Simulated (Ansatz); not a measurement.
**CH6AlNSi: geometry optimisation**

Method: RKS r2SCAN-D4/def2-TZVP; program: Ansatz 0.2.0.

### 1 Where the work starts

SMILES `C[N]1[AlH][SiH2]1`, 10 atoms, charge 0, spin multiplicity 1.

Atoms are counted from 1 here; the program's logs count them from 0.

Bond lengths: C1–N2 1.447 Å, C1–H5 1.111 Å, C1–H6 1.115 Å, C1–H7 1.115 Å, N2–Al3 1.801 Å, N2–Si4 1.811 Å, Al3–Si4 2.324 Å, Al3–H8 1.595 Å, Si4–H9 1.515 Å, Si4–H10 1.515 Å. Angles: N2–C1–H5 111.4°, N2–C1–H6 111.8°, N2–C1–H7 111.8°, H5–C1–H6 107.4°, H5–C1–H7 107.5°, H6–C1–H7 106.7°, C1–N2–Al3 149.9°, C1–N2–Si4 130.0°, Al3–N2–Si4 80.1°, N2–Al3–Si4 50.2°, N2–Al3–H8 136.0°, Si4–Al3–H8 173.9°, N2–Si4–Al3 49.8°, N2–Si4–H9 114.5°, N2–Si4–H10 114.8°, Al3–Si4–H9 126.8°, Al3–Si4–H10 126.8°, H9–Si4–H10 106.3°.

As a file:

| atom | x (Å) | y (Å) | z (Å) |
| --- | --- | --- | --- |
| C1 | -0.1567 | 1.4251 | -0.2086 |
| N2 | 0.1250 | 0.0062 | -0.2368 |
| Al3 | 0.8169 | -1.4292 | -1.0763 |
| Si4 | -0.2451 | -1.2784 | 0.9848 |
| H5 | 0.1857 | 1.9252 | -1.1393 |
| H6 | 0.3487 | 1.9302 | 0.6473 |
| H7 | -1.2474 | 1.6285 | -0.1017 |
| H8 | 1.5611 | -1.6998 | -2.4611 |
| H9 | -1.7216 | -1.4769 | 1.2606 |
| H10 | 0.4162 | -1.0819 | 2.3339 |

### 2 Relaxation

input.yaml

```yaml
crystal:
  periodic: [false, false, false]
  atoms:
    - { symbol: C, position_ang: [-0.156653, 1.425143, -0.208582] }
    - { symbol: "N", position_ang: [0.125028, 0.006192, -0.236801] }
    - { symbol: Al, position_ang: [0.816913, -1.429191, -1.076273] }
    - { symbol: Si, position_ang: [-0.245052, -1.278404, 0.984845] }
    - { symbol: H, position_ang: [0.185739, 1.925179, -1.139257] }
    - { symbol: H, position_ang: [0.348679, 1.930168, 0.647326] }
    - { symbol: H, position_ang: [-1.247374, 1.628468, -0.101738] }
    - { symbol: H, position_ang: [1.561135, -1.699799, -2.461079] }
    - { symbol: H, position_ang: [-1.721559, -1.476942, 1.260624] }
    - { symbol: H, position_ang: [0.416244, -1.081914, 2.333935] }
basis:
  gaussian: { orbitals: def2-TZVP }
hamiltonian:
  xc: r2scan
  dispersion: d4
output:
  forces: true
relax:
  f_tol: 0.003
  max_steps: 120
```

Launch:

```console
> ansatz run input.yaml --threads 1 --pin off --max-ram 2560MiB --backend cpu --events-out ev --progress --plain --runs-dir out
```

**Question.** How long does this run take on 1 thread of Intel Xeon at 2.50GHz (Skylake/Cascade Lake), shared host, and how much memory does it need?

About 3.3 min, with a peak of 0.23 GiB.
